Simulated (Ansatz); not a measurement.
# C₃₄H₃₀O₆Si₂: structure and electronic state

What does C₃₄H₃₀O₆Si₂ look like as a singlet, and where do its frontier electrons sit?

Program: Ansatz 0.2.0, Gaussian basis. Level of theory: RKS PBE0-D4/def2-TZVP. These are calculated values, not measurements.

Levels to be run: relaxation at PBE-D4/def2-SVP; a single point at PBE0-D4/def2-TZVP.

1 further run of the same task is left out (set aside as unsound or not needed).

### Step 1. The system as given

SMILES `C[Si](C)(C)C#Cc1ccc(-c2ccc(-c3ccc(-c4ccc(-c5ccc(-c6ccc(C#C[Si](C)(C)C)o6)o5)o4)o3)o2)o1`, 72 atoms, charge 0, spin multiplicity 1.

Atoms are counted from 1 here; the program's logs count them from 0.

Bond lengths: C1–Si2 1.906 Å, C1–H43 1.086 Å, C1–H44 1.086 Å, C1–H45 1.086 Å, Si2–C3 1.907 Å, Si2–C4 1.907 Å, Si2–C5 1.858 Å, C3–H46 1.087 Å, C3–H47 1.086 Å, C3–H48 1.086 Å, C4–H49 1.086 Å, C4–H50 1.086 Å, C4–H51 1.086 Å, C5–C6 1.211 Å, C6–C7 1.401 Å, C7–C8 1.378 Å, C7–O42 1.355 Å, C8–C9 1.404 Å and more. Angles: Si2–C1–H43 111.1°, Si2–C1–H44 111.2°, Si2–C1–H45 111.5°, H43–C1–H44 107.5°, H43–C1–H45 107.6°, H44–C1–H45 107.7°, C1–Si2–C3 110.8°, C1–Si2–C4 110.6°, C1–Si2–C5 107.7°, C3–Si2–C4 111.1°, C3–Si2–C5 108.2°, C4–Si2–C5 108.3°, Si2–C3–H46 111.3°, Si2–C3–H47 111.1°, Si2–C3–H48 111.4°, H46–C3–H47 107.6°, H46–C3–H48 107.7°, H47–C3–H48 107.5° and more.

The start is a GFN2-xTB geometry.

### Step 2. Relaxation at PBE-D4/def2-SVP

in.yaml reads:

```yaml
crystal:
  periodic: [false, false, false]
  atoms:
    - {symbol: C, position_ang: [-11.410780, -4.696750, 3.960700]}
    - {symbol: Si, position_ang: [-12.276460, -3.655780, 2.619760]}
    - {symbol: C, position_ang: [-13.606460, -2.527440, 3.391170]}
    - {symbol: C, position_ang: [-13.026340, -4.782820, 1.277210]}
    - {symbol: C, position_ang: [-10.989290, -2.577490, 1.824710]}
    - {symbol: C, position_ang: [-10.143590, -1.879490, 1.311550]}
    - {symbol: C, position_ang: [-9.161360, -1.075500, 0.719240]}
    - {symbol: C, position_ang: [-9.288680, 0.023360, -0.102400]}
    - {symbol: C, position_ang: [-7.983340, 0.441940, -0.404090]}
    - {symbol: C, position_ang: [-7.137750, -0.427020, 0.252620]}
    - {symbol: C, position_ang: [-5.710230, -0.480490, 0.304000]}
    - {symbol: C, position_ang: [-4.863860, -1.348240, 0.959300]}
    - {symbol: C, position_ang: [-3.558500, -0.928700, 0.658540]}
    - {symbol: C, position_ang: [-3.685100, 0.170080, -0.163260]}
    - {symbol: C, position_ang: [-2.708980, 1.009830, -0.781420]}
    - {symbol: C, position_ang: [-2.880630, 2.104780, -1.601950]}
    - {symbol: C, position_ang: [-1.594810, 2.555510, -1.929400]}
    - {symbol: C, position_ang: [-0.711510, 1.709340, -1.289550]}
    - {symbol: C, position_ang: [0.716850, 1.718360, -1.282490]}
    - {symbol: C, position_ang: [1.592540, 2.575770, -1.916660]}
    - {symbol: C, position_ang: [2.882590, 2.143180, -1.580910]}
    - {symbol: C, position_ang: [2.721450, 1.046910, -0.759670]}
    - {symbol: C, position_ang: [3.693700, 0.213970, -0.124400]}
    - {symbol: C, position_ang: [3.544410, -0.883160, 0.697210]}
    - {symbol: C, position_ang: [4.839650, -1.307680, 1.026960]}
    - {symbol: C, position_ang: [5.706010, -0.444660, 0.388050]}
    - {symbol: C, position_ang: [7.136290, -0.416310, 0.382270]}
    - {symbol: C, position_ang: [8.038190, -1.247450, 1.016080]}
    - {symbol: C, position_ang: [9.314850, -0.776640, 0.676030]}
    - {symbol: C, position_ang: [9.117810, 0.313790, -0.144850]}
    - {symbol: C, position_ang: [10.069570, 1.140350, -0.757750]}
    - {symbol: C, position_ang: [10.920910, 1.834200, -1.268430]}
    - {symbol: Si, position_ang: [12.249490, 2.880190, -2.041740]}
    - {symbol: C, position_ang: [12.155210, 2.686150, -3.936400]}
    - {symbol: C, position_ang: [13.932120, 2.263200, -1.390890]}
    - {symbol: C, position_ang: [11.964960, 4.697130, -1.540610]}
    - {symbol: O, position_ang: [7.793830, 0.529260, -0.319780]}
    - {symbol: O, position_ang: [5.006340, 0.478410, -0.310620]}
    - {symbol: O, position_ang: [1.406090, 0.790110, -0.579520]}
    - {symbol: O, position_ang: [-1.392780, 0.770880, -0.592170]}
    - {symbol: O, position_ang: [-4.994460, 0.442550, -0.379430]}
    - {symbol: O, position_ang: [-7.850960, -1.347210, 0.934060]}
    - {symbol: H, position_ang: [-10.625230, -5.311160, 3.531420]}
    - {symbol: H, position_ang: [-10.955190, -4.064300, 4.716610]}
    - {symbol: H, position_ang: [-12.109990, -5.359580, 4.462480]}
    - {symbol: H, position_ang: [-14.380490, -3.109040, 3.884600]}
    - {symbol: H, position_ang: [-13.173350, -1.861200, 4.131760]}
    - {symbol: H, position_ang: [-14.087260, -1.909870, 2.638000]}
    - {symbol: H, position_ang: [-12.260570, -5.394380, 0.809420]}
    - {symbol: H, position_ang: [-13.772880, -5.452610, 1.694700]}
    - {symbol: H, position_ang: [-13.504560, -4.202260, 0.494010]}
    - {symbol: H, position_ang: [-10.207310, 0.461160, -0.435800]}
    - {symbol: H, position_ang: [-7.684280, 1.266640, -1.017660]}
    - {symbol: H, position_ang: [-5.163460, -2.172910, 1.572450]}
    - {symbol: H, position_ang: [-2.636770, -1.360390, 0.990040]}
    - {symbol: H, position_ang: [-3.820610, 2.510800, -1.913440]}
    - {symbol: H, position_ang: [-1.340460, 3.389180, -2.549710]}
    - {symbol: H, position_ang: [1.328680, 3.404980, -2.539130]}
    - {symbol: H, position_ang: [3.814600, 2.567290, -1.891350]}
    - {symbol: H, position_ang: [2.616340, -1.312310, 1.012820]}
    - {symbol: H, position_ang: [5.109280, -2.134840, 1.650140]}
    - {symbol: H, position_ang: [7.799850, -2.082580, 1.641320]}
    - {symbol: H, position_ang: [10.261860, -1.172830, 0.981180]}
    - {symbol: H, position_ang: [12.889880, 3.312690, -4.434860]}
    - {symbol: H, position_ang: [12.341560, 1.659520, -4.237610]}
    - {symbol: H, position_ang: [11.176020, 2.965700, -4.313500]}
    - {symbol: H, position_ang: [14.752600, 2.840870, -1.807300]}
    - {symbol: H, position_ang: [13.989460, 2.343030, -0.309530]}
    - {symbol: H, position_ang: [14.098740, 1.222290, -1.651130]}
    - {symbol: H, position_ang: [12.036820, 4.825840, -0.464860]}
    - {symbol: H, position_ang: [12.698450, 5.353680, -2.000290]}
    - {symbol: H, position_ang: [10.981240, 5.040170, -1.845830]}
basis:
  gaussian: {orbitals: def2-SVP, fitting: {mean_field: def2-universal-jkfit}}
hamiltonian: {xc: pbe, dispersion: d4}
scf: {lower_state_search: "off"}
output: {orbitals: {seedname: orbitals}}
relax: {f_tol: 0.03, max_steps: 70}
```

Command:

```console
$ ansatz run in.yaml --threads 4 --pin off --events-out ev --progress --plain --max-ram 66560MiB --backend cuda --devices 0, --max-vram 37GiB
```

The runs that follow: Single point, PBE0-D4/def2-TZVP.

Before running them: what should the planned runs give, taken together? Wanted: point group; commonest bond, hydrogen aside; HOMO, LUMO at PBE0-D4/def2-TZVP; dipole at PBE-D4/def2-SVP.

As calculated:

```
                       quantity                           value
                    point group                              C1
 commonest bond, hydrogen aside  C–C, 27 of mean length 1.395 Å
HOMO, LUMO at PBE0-D4/def2-TZVP                 -4.96, -2.10 eV
      dipole at PBE-D4/def2-SVP                          0.19 D
```

The molecule keeps its bonding pattern by the stored test; the atoms moved 0.25 Å (rms). No usable vibrations, so a minimum isn't proven. The point group is read from a loosely relaxed geometry; soft torsions can leave it below the true symmetry.
